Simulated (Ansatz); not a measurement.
Crystal: VCrC2.

```xyz
4
Lattice="1.4606 0.8433 4.7394 -1.4606 0.8433 4.7394 0.0000 -1.6866 4.7394" Properties=species:S:1:pos:R:3 pbc="T T T"
Cr    0.0000    0.0000    7.1091
V     0.0000    0.0000    0.0000
C     0.0000    0.0000    3.5369
C     0.0000    0.0000   10.6813
```

The cell comes from a database or a generator and needn't be the stable form of this composition.

| Property | Result |
| --- | --- |
| Program | Ansatz 0.2.0 |
| Task | single point |
| Functional | PBE |
| Potentials or basis | Ansatz PAW |
| Cutoff | 420 eV (not typed: the program's choice for these potentials) |
| k mesh | 11 × 11 × 11 |
| Occupations | fermi-dirac, width 0.05 eV |
| Spin | collinear spin, ferromagnetic start |
| Starting moments | [3.0, 2.0, 0.0, 0.0] μB |

On this cell: pressure 0.4 GPa; largest force 0.020 eV/Å; net moment 1.09 μB per cell; site moments Cr +1.05; V -0.00; C -0.05 μB; band gap on the k mesh none (metal or under the smearing width).

The same run follows on a disturbed copy (atoms moved at random, drawn with an rms of 0.05 Å):

```
Cr V C
1.0
     1.46063    0.84330    4.73939
    -1.46063    0.84330    4.73939
     0.00000   -1.68659    4.73939
Cr V C
1 1 2
Direct
  0.48959 0.50339 0.50742
  0.98131 0.02241 0.00059
  0.24504 0.26320 0.23669
  0.74282 0.75260 0.76158
```

What does the disturbed cell give?

The energy (extrapolated to zero smearing) moves by +5.3 meV/atom; pressure 0.4 GPa; largest force 0.597 eV/Å; net moment 1.03 μB per cell; site moments Cr +0.99; V -0.00; C -0.05 μB; band gap on the k mesh none (metal or under the smearing width).

Forces on the atoms (eV/Å):
```
Cr   0.159  0.120 -0.016
V    0.252  0.069 -0.138
C   -0.100 -0.512  0.290
C   -0.311  0.323 -0.136
```

Stress tensor (GPa, compression positive):
```
 0.94  0.09 -0.15
 0.09  1.72  0.03
-0.15  0.03 -1.55
```
